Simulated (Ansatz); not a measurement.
# CH4BClO2: one species, many methods

How much do the methods differ for CH4BClO2? The plan is to run it at one geometry with functionals of several rungs and with coupled cluster. The yardstick is the atomisation energy at the CCSD(T) limit.

The runs use Ansatz 0.2.0, Gaussian basis; functionals in def2-TZVPP, the program's frozen cores in correlated methods.

The runs, in order: PBE-D4, r2SCAN-D4, PBE0-D4, B3LYP-D4, ωB97X-V, ωB97M-V, B2PLYP; CCSD(T)/def2-TZVPP; CCSD(T)/def2-QZVPP; extrapolation to the limit.

### 1 The geometry

An earlier PBE0-D4/def2-TZVP relaxation fixed the geometry.

9 atoms, charge 0, spin multiplicity 1.

Atoms are counted from 1 here; the program's logs count them from 0.

Bond lengths: C1–O2 1.415 Å, C1–H6 1.089 Å, C1–H7 1.092 Å, C1–H8 1.092 Å, O2–B3 1.350 Å, B3–O4 1.352 Å, B3–Cl5 1.770 Å, O4–H9 0.962 Å. Angles: O2–C1–H6 107.2°, O2–C1–H7 111.0°, O2–C1–H8 111.0°, H6–C1–H7 109.4°, H6–C1–H8 109.4°, H7–C1–H8 108.8°, C1–O2–B3 123.5°, O2–B3–O4 120.5°, O2–B3–Cl5 122.0°, O4–B3–Cl5 117.5°, B3–O4–H9 111.6°.

As a file:

```xyz
9
CH4BClO2
C    -1.24407    0.30963   -0.47304
O    -0.09578    0.46298    0.33958
B     0.97735   -0.35415    0.27676
O     2.04336   -0.15033    1.08359
Cl    1.05150   -1.71866   -0.84745
H    -1.93746    1.10612   -0.20575
H    -1.71951   -0.65807   -0.29955
H    -0.98819    0.39201   -1.53150
H     1.91281    0.61048    1.65735
```

### 2 PBE-D4 (GGA)

The input, in.yaml:

```yaml
crystal:
  periodic: [false, false, false]
  atoms:
    - {symbol: C, position_ang: [-1.244068, 0.309626, -0.473045]}
    - {symbol: O, position_ang: [-0.095776, 0.462978, 0.339582]}
    - {symbol: B, position_ang: [0.977348, -0.354151, 0.276757]}
    - {symbol: O, position_ang: [2.043357, -0.150335, 1.083585]}
    - {symbol: Cl, position_ang: [1.051498, -1.718655, -0.847447]}
    - {symbol: H, position_ang: [-1.937464, 1.106124, -0.205746]}
    - {symbol: H, position_ang: [-1.719512, -0.658072, -0.299551]}
    - {symbol: H, position_ang: [-0.988188, 0.392009, -1.531499]}
    - {symbol: H, position_ang: [1.912805, 0.610477, 1.657354]}
basis:
  gaussian: {orbitals: def2-TZVPP}
hamiltonian: {xc: pbe, dispersion: d4}
output: {forces: true, orbitals: {seedname: orbitals}}
```

On the command line:

```
$ ansatz run in.yaml --threads 2 --pin off --events-out ev --progress --plain --max-ram 22528MiB --backend cpu
```

Further steps of the session: r2SCAN-D4 (meta-GGA); PBE0-D4 (hybrid); B3LYP-D4 (hybrid); ωB97X-V (range-separated); ωB97M-V (range-separated); B2PLYP (double hybrid); CCSD(T) in def2-TZVPP; CCSD(T) in def2-QZVPP.

Before running them: what should the planned runs give, taken together? Wanted: atomisation energy, CCSD(T)/CBS; farthest; mean size of error, hybrid; mean size of error, range-separated; gap, smallest and largest; T1 diagnostic; triples share of the correlation energy.

As calculated:

```
                               quantity                                 value
        atomisation energy, CCSD(T)/CBS                        880.1 kcal/mol
functionals within 4.4 kcal/mol (0.5 %)            PBE0-D4, B3LYP-D4, ωB97X-V
                               farthest               PBE-D4 (+22.7 kcal/mol)
             mean size of error, hybrid                          2.1 kcal/mol
    mean size of error, range-separated                          3.3 kcal/mol
              gap, smallest and largest  7.27 eV (PBE-D4), 14.02 eV (ωB97X-V)
                          T1 diagnostic                                0.0116
triples share of the correlation energy                                 3.7 %
```

What this shows: PBE-D4 misses by +22.7 kcal/mol, or 2.8 kcal/mol for each of 8 bonds. Double hybrids carry the basis error of their MP2 part in triple zeta, and no dispersion term here, so their miss is partly the set-up's. Misses under about 4.4 kcal/mol are within the doubt on the reference itself, which lacks core-valence correlation, relativity and higher excitations. Hartree-Fock recovers 73 % of the binding; the rest is correlation. The gap grows from 7.3 to 14.0 eV across the functionals, mostly with the share of exact exchange.
